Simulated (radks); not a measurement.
# Valence configurations of Pm⁺

Aim: which of several valence configurations of Pm⁺ lies lowest at this level, and whether it is the one NIST lists ([Xe] 4f5 6s1).

The numbers are computed with radks (a radial shooting solver on a logarithmic mesh, Libxc functionals) version 1 (scalar-relativistic Kohn-Sham, LDA (Slater exchange, Perdew-Wang correlation), spin-polarised, spherical densities, finite nucleus; open shells are filled with parallel spins first), except any that are marked as measured or tabulated.

**1. Starting point**

```
element            : promethium (Z = 61)
charge             : +1
electrons          : 60
configuration      : [Xe] 4f5 6s1
nuclear rms radius : 4.962 fm
others tried       : 4f4 5d1 6s1; 4f3 5d1 6s2; 4f3 6s1 6p2; 4f3 6p3; 4f4 6s2; 4f5 5d1; 4f6; 4f5.5 6s0.5; 4f4 6s1 6p1
```

Outer shells as boxes (Hund's rule):

Pm⁺
```
[Xe] core
4f [↑ ][↑ ][↑ ][↑ ][↑ ][  ][  ]
6s [↑ ]
```

**2. [Xe] 4f5 6s1**

Settings of this run:

```text
Z 61
configuration [Xe] 4f5 6s1
relativity scalar-relativistic
functional lda,pw
spin polarised
nucleus finite rms 4.962 fm
c 137.035999084
```

**3. [Xe] 4f4 5d1 6s1**

Changes since step 2:

```diff
@@ -1,3 +1,3 @@
 Z 61
-configuration [Xe] 4f5 6s1
+configuration [Xe] 4f4 5d1 6s1
 relativity scalar-relativistic
```

**4. [Xe] 4f3 5d1 6s2**

Settings of this run:

```text
Z 61
configuration [Xe] 4f3 5d1 6s2
relativity scalar-relativistic
functional lda,pw
spin polarised
nucleus finite rms 4.962 fm
c 137.035999084
```

**5. [Xe] 4f3 6s1 6p2**

Settings of this run:

```text
Z 61
configuration [Xe] 4f3 6s1 6p2
relativity scalar-relativistic
functional lda,pw
spin polarised
nucleus finite rms 4.962 fm
c 137.035999084
```

**6. [Xe] 4f3 6p3**

Settings of this run:

```text
Z 61
configuration [Xe] 4f3 6p3
relativity scalar-relativistic
functional lda,pw
spin polarised
nucleus finite rms 4.962 fm
c 137.035999084
```

**7. [Xe] 4f4 6s2**

Changes since step 6:

```diff
@@ -1,3 +1,3 @@
 Z 61
-configuration [Xe] 4f3 6p3
+configuration [Xe] 4f4 6s2
 relativity scalar-relativistic
```

**8. [Xe] 4f5 5d1**

Changes since step 7:

```diff
@@ -1,3 +1,3 @@
 Z 61
-configuration [Xe] 4f4 6s2
+configuration [Xe] 4f5 5d1
 relativity scalar-relativistic
```

**9. [Xe] 4f6**

Changes since step 8:

```diff
@@ -1,3 +1,3 @@
 Z 61
-configuration [Xe] 4f5 5d1
+configuration [Xe] 4f6
 relativity scalar-relativistic
```

**10. [Xe] 4f5.5 6s0.5**

Changes since step 9:

```diff
@@ -1,3 +1,3 @@
 Z 61
-configuration [Xe] 4f6
+configuration [Xe] 4f5.5 6s0.5
 relativity scalar-relativistic
```

**11. [Xe] 4f4 6s1 6p1**

Settings of this run:

```text
Z 61
configuration [Xe] 4f4 6s1 6p1
relativity scalar-relativistic
functional lda,pw
spin polarised
nucleus finite rms 4.962 fm
c 137.035999084
```

Q: Predict the outcome of this session. Wanted: for each run, valence; E − E(NIST configuration); moment; highest level; its energy; 1s shift.

The runs gave:

```
    valence  E − E(NIST configuration) (eV)  moment (μB)  highest level  its energy (eV)  1s shift (eV)
    4f5 6s1                           0.000            6          6s up           -8.898          +0.00
4f5.5 6s0.5                           0.329            6          4f up           -6.266          +3.50
    4f5 5d1                           1.187            6          5d up           -6.631          +1.75
        4f6                           1.652            6          4f up           -3.818          +6.21
4f4 5d1 6s1                           3.587            6          5d up           -9.257          -6.46
    4f4 6s2                           4.293            4        6s down           -9.913          -8.84
4f4 6s1 6p1                           7.281            6          6p up           -7.297          -9.89
4f3 5d1 6s2                          13.604            4        6s down          -10.273         -16.54
4f3 6s1 6p2                          22.705            6          6p up           -8.699         -21.33
    4f3 6p3                          27.154            6          6p up           -9.123         -22.39
```

What this shows: Theory agrees with NIST among these: the next, 4f5.5 6s0.5, lies 0.329 eV higher. The energies are those of spherical high-spin densities, not of single terms. The 1s eigenvalue shifts by up to 22.39 eV as the valence charge is rearranged.
